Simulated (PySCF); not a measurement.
CSKH3, in a box:

```
C S K H
1.0
    13.00000    0.00000    0.00000
     0.00000   12.00000    0.00000
     0.00000    0.00000   12.00000
C S K H
1 1 1 3
Direct
  0.43144 0.55676 0.44753
  0.45965 0.41686 0.49720
  0.64389 0.38716 0.61581
  0.35811 0.55647 0.40306
  0.49023 0.58698 0.38985
  0.42493 0.61634 0.51605
```

Base run:

```yaml
Program: PySCF 2.14.0
Functional: PW91
Dispersion: D4
Potentials_or_basis: def2-svp (all-electron)
k_mesh: 1 × 1 × 1
Occupations: fixed
Spin: no spin polarisation
```

Its results: gap between the frontier levels 1.22 eV.

The run is repeated on the same cell with these changes: functional from PW91 to PBEsol. What comes out?

Gap between the frontier levels 1.35 eV.

Caveats: this is a molecule in a periodic box at the Γ point, so its band gap is the HOMO-LUMO gap; the basis of atomic orbitals isn't converged, which shifts pressures, moduli and gaps; the D4 parameters stored for this functional may belong to another (some runs).

